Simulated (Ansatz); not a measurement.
Write a Python script for Ansatz 0.2.0 through its Python package that makes vertical and adiabatic energies of changing the electron count of CH5AlSe, SMILES [CH3][AlH][SeH]. Settings (for the species named): r2SCAN, def2-SVP basis, multiplicity 1.

```yaml
atoms:
  - { symbol: C, position_ang: [-0.7459, 0.8937, -0.4657] }
  - { symbol: Al, position_ang: [0.8187, -0.1026, 0.0425] }
  - { symbol: Se, position_ang: [0.6973, -1.5949, 1.9053] }
  - { symbol: H, position_ang: [-0.4973, 2.0344, -0.4224] }
  - { symbol: H, position_ang: [-1.6258, 0.6867, 0.1949] }
  - { symbol: H, position_ang: [-1.0839, 0.6913, -1.5170] }
  - { symbol: H, position_ang: [2.2027, 0.0610, -0.7849] }
  - { symbol: H, position_ang: [0.3264, -2.7267, 0.9914] }
```

`adiabatic.py`:
```python
"""How CH5AlSe relaxes after losing an electron."""

import itertools

import ansatz as az
from ase.data import atomic_numbers, covalent_radii
import numpy as np

GEOMETRY = """
C    -0.74590    0.89370   -0.46570
Al    0.81870   -0.10260    0.04250
Se    0.69730   -1.59490    1.90530
H    -0.49730    2.03440   -0.42240
H    -1.62580    0.68670    0.19490
H    -1.08390    0.69130   -1.51700
H     2.20270    0.06100   -0.78490
H     0.32640   -2.72670    0.99140
"""

geometry = az.Crystal.molecule()
for line in GEOMETRY.strip().splitlines():
    symbol, *xyz = line.split()
    geometry = geometry.atom(symbol, [float(v) for v in xyz])

calculation = geometry.calculation()
calculation = calculation.basis(gaussian="def2-SVP").functional("r2scan")
symbols = [site.symbol for site in geometry.cartesian_sites]
start = np.array([site.position_ang for site in geometry.cartesian_sites], dtype=float)
summary = calculation.relax(force_tolerance=0.01, max_steps=100).run().report
end = np.array(summary["positions_ang"])

minimum = az.Crystal.molecule()
for symbol, place in zip(symbols, end):
    minimum = minimum.atom(symbol, place.tolist())
ion = (
    minimum.calculation()
    .basis(gaussian="def2-SVP")
    .functional("r2scan")
    .charge(1)
    .spin("collinear", total=1)
)
vertical = ion.run().report
settled = ion.relax(force_tolerance=0.01, max_steps=80).run().report
print(f"vertical ionisation energy   {vertical['free_energy_ev'] - summary['free_energy_ev']:.3f} eV")
print(f"adiabatic, no zero point     {settled['free_energy_ev'] - summary['free_energy_ev']:.3f} eV")
print(f"relaxation energy of the ion {vertical['free_energy_ev'] - settled['free_energy_ev']:.3f} eV")
ionised = np.array(settled["positions_ang"])
# pairs closer than 1.2 times the sum of covalent radii, before or after
radius = [covalent_radii[atomic_numbers[s]] for s in symbols]
span = lambda where, i, j: np.linalg.norm(where[i] - where[j])
bonded = [(i, j) for i, j in itertools.combinations(range(len(symbols)), 2) if min(span(end, i, j), span(ionised, i, j)) < 1.2 * (radius[i] + radius[j])]
print("pair        before    after (A)")
for i, j in bonded:
    print(f"{symbols[i]}{i}-{symbols[j]}{j}".ljust(10), f"{span(end, i, j):8.4f} {span(ionised, i, j):8.4f}")
for first, second in list(itertools.combinations(bonded, 2)):
    shared = set(first) & set(second)
    if shared and symbols[(j := shared.pop())] != "H":
        i, k = sorted((set(first) | set(second)) - {j})
        u, v = ionised[i] - ionised[j], ionised[k] - ionised[j]
        angle = np.degrees(np.arccos(np.clip(u @ v / np.linalg.norm(u) / np.linalg.norm(v), -1, 1)))
        print(f"final angle {symbols[i]}{i}-{symbols[j]}{j}-{symbols[k]}{k}: {angle:.2f} deg")
```

Output of `python adiabatic.py`:
```text
vertical ionisation energy   9.469 eV
adiabatic, no zero point     9.013 eV
relaxation energy of the ion 0.455 eV
pair        before    after (A)
C0-Al1       1.9486   1.9314
C0-H3        1.1044   1.1036
C0-H4        1.1017   1.1018
C0-H5        1.1043   1.1033
Al1-Se2      2.3235   2.5006
Al1-H6       1.5877   1.5742
Se2-H7       1.4713   1.4814
final angle Al1-C0-H3: 110.58 deg
final angle Al1-C0-H4: 112.35 deg
final angle Al1-C0-H5: 108.37 deg
final angle C0-Al1-Se2: 113.21 deg
final angle C0-Al1-H6: 140.73 deg
final angle H3-C0-H4: 107.95 deg
final angle H3-C0-H5: 108.46 deg
final angle H4-C0-H5: 109.06 deg
final angle Se2-Al1-H6: 106.07 deg
final angle Al1-Se2-H7: 93.04 deg
```

The energies are electronic: no zero-point or thermal terms, and the basis set is short of its limit. The product may relax into another structure. The relaxation finds the nearest minimum, so the adiabatic value is an upper bound. Run time: 8.5 min on 1 thread of Arm Neoverse V1, with other jobs on the host, peak memory 0.31 GiB.
